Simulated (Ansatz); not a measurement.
The system is W.

```xyz
4
Lattice="2.8097 0.0000 0.0000 0.0000 4.8639 0.0000 0.0000 0.0000 4.9237" Properties=species:S:1:pos:R:3 pbc="T T T"
W     2.2285    4.5567    3.6928
W     0.5811    2.1247    3.6928
W     0.5811    0.3072    1.2309
W     2.2285    2.7391    1.2309
```

This isn't the form of W at room conditions, which is bcc.

```yaml
Program: Ansatz 0.2.0
Task: single point
Functional: PBEsol
Potentials_or_basis: all-electron LAPW, scalar-relativistic
Cutoff: 299 eV (chosen from the basis error)
Basis_error_allowed: 0.001 eV/atom
k_mesh: 9 × 6 × 6
Occupations: fermi-dirac, width 0.05 eV
Spin: no spin polarisation
```

On this cell: pressure -10.6 GPa; largest force 0.070 eV/Å; band gap on the k mesh none (metal or under the smearing width).

The same run follows on a disturbed copy (atoms moved at random, drawn with an rms of 0.05 Å):

```
W
1.0
     2.80966    0.00000    0.00000
     0.00000    4.86387    0.00000
     0.00000    0.00000    4.92370
W
4
Direct
  0.80404 0.92913 0.75151
  0.21170 0.43819 0.76138
  0.21701 0.05754 0.24791
  0.81267 0.56135 0.25130
```

Problem. What changes?

Solution. The energy (extrapolated to zero smearing) moves by +8.4 meV/atom; pressure -9.8 GPa; largest force 0.746 eV/Å; band gap on the k mesh none (metal or under the smearing width).

Forces on the atoms (eV/Å):
```
W    0.009  0.514 -0.214
W    0.141 -0.425 -0.596
W    0.017  0.164  0.385
W   -0.167 -0.253  0.425
```

Stress tensor (GPa, compression positive):
```
 -9.61   0.39   0.47
  0.39  -9.86  -0.63
  0.47  -0.63 -10.08
```
